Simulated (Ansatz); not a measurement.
# Ta3W: the cost of one run

All numbers are computed with Ansatz 0.2.0 through its Python package. Level of theory: DFT LDA, plane waves, PAW.

## (1) The system

Symmetry: Fm-3m, No. 225, cubic system. The conventional cell has a = 6.534 Å, b = 6.534 Å, c = 6.534 Å, α = 90.00°, β = 90.00°, γ = 90.00°. Ta (site symmetry -43m) is surrounded by 4 Ta at 2.83 Å and 4 W at 2.83 Å. Ta (site symmetry m-3m) has 8 Ta at 2.83 Å as nearest neighbours. Around W (site symmetry m-3m) lie 8 Ta at 2.83 Å.

The script reads ta3w.extxyz:

```xyz
4
Lattice="0.0 3.2671732 3.2671732 3.2671732 0.0 3.2671732 3.2671732 3.2671732 0.0" Properties=species:S:1:pos:R:3 pbc="T T T"
Ta    1.63358660    1.63358660    1.63358660
Ta    4.90075980    4.90075980    4.90075980
Ta    3.26717320    3.26717320    3.26717320
W     0.00000000    0.00000000    0.00000000
```

## (2) The script

Contents of ta3w.py:

```python
"""A supercell of Ta3W must give the energy of the small cell."""

import logging
import sys

import ansatz as az
from tabulate import tabulate

logging.basicConfig(stream=sys.stdout, format="%(name)s: %(message)s")
logger = logging.getLogger("ta3w")
logger.setLevel(logging.INFO)

config = {
    "mixing_beta": 0.2,
    "smearing": "gaussian",
    "smearing_width": 0.2,
    "functional": "lda",
}


def main() -> None:
    crystal = az.Crystal.from_extxyz("ta3w.extxyz")

    # the mesh shrinks as the cell grows, so that all cells sample the same points
    mesh = (4, 4, 4)
    rows = []
    for repeats in [(1, 1, 1), (1, 2, 1), (2, 2, 1)]:
        calculation = (
            crystal.supercell(*repeats).calculation()
            .mixing("anderson", beta=config["mixing_beta"])
            .occupations(config["smearing"], width=config["smearing_width"])
            .accuracy("medium")
            .functional(config["functional"])
            .basis(18 * az.Ha, xc_grid=1)
            .pseudopotentials("paw")
            .kpoints(*(k // n for k, n in zip(mesh, repeats)))
        )
        summary = calculation.run().report
        n = len(summary["lattice"]["sites"])
        rows.append((repeats, n, summary["free_energy_ev"] / n, summary["fermi_energy_ev"], summary["n_kpoints"], summary["n_symmetry_ops"]))
    print(tabulate(rows, headers=["repeats", "atoms", "F/atom eV", "Fermi level eV", "k-points", "symmetry operations"], floatfmt=".4f", tablefmt="simple"))


if __name__ == "__main__":
    main()
```

## (3) Launch

The run is started by

```bash
> python ta3w.py
```

**Question.** How long does this script take on 1 thread of Arm Neoverse V1, shared host, and how much memory does it need?

About 34 s, with a peak of 0.75 GiB.
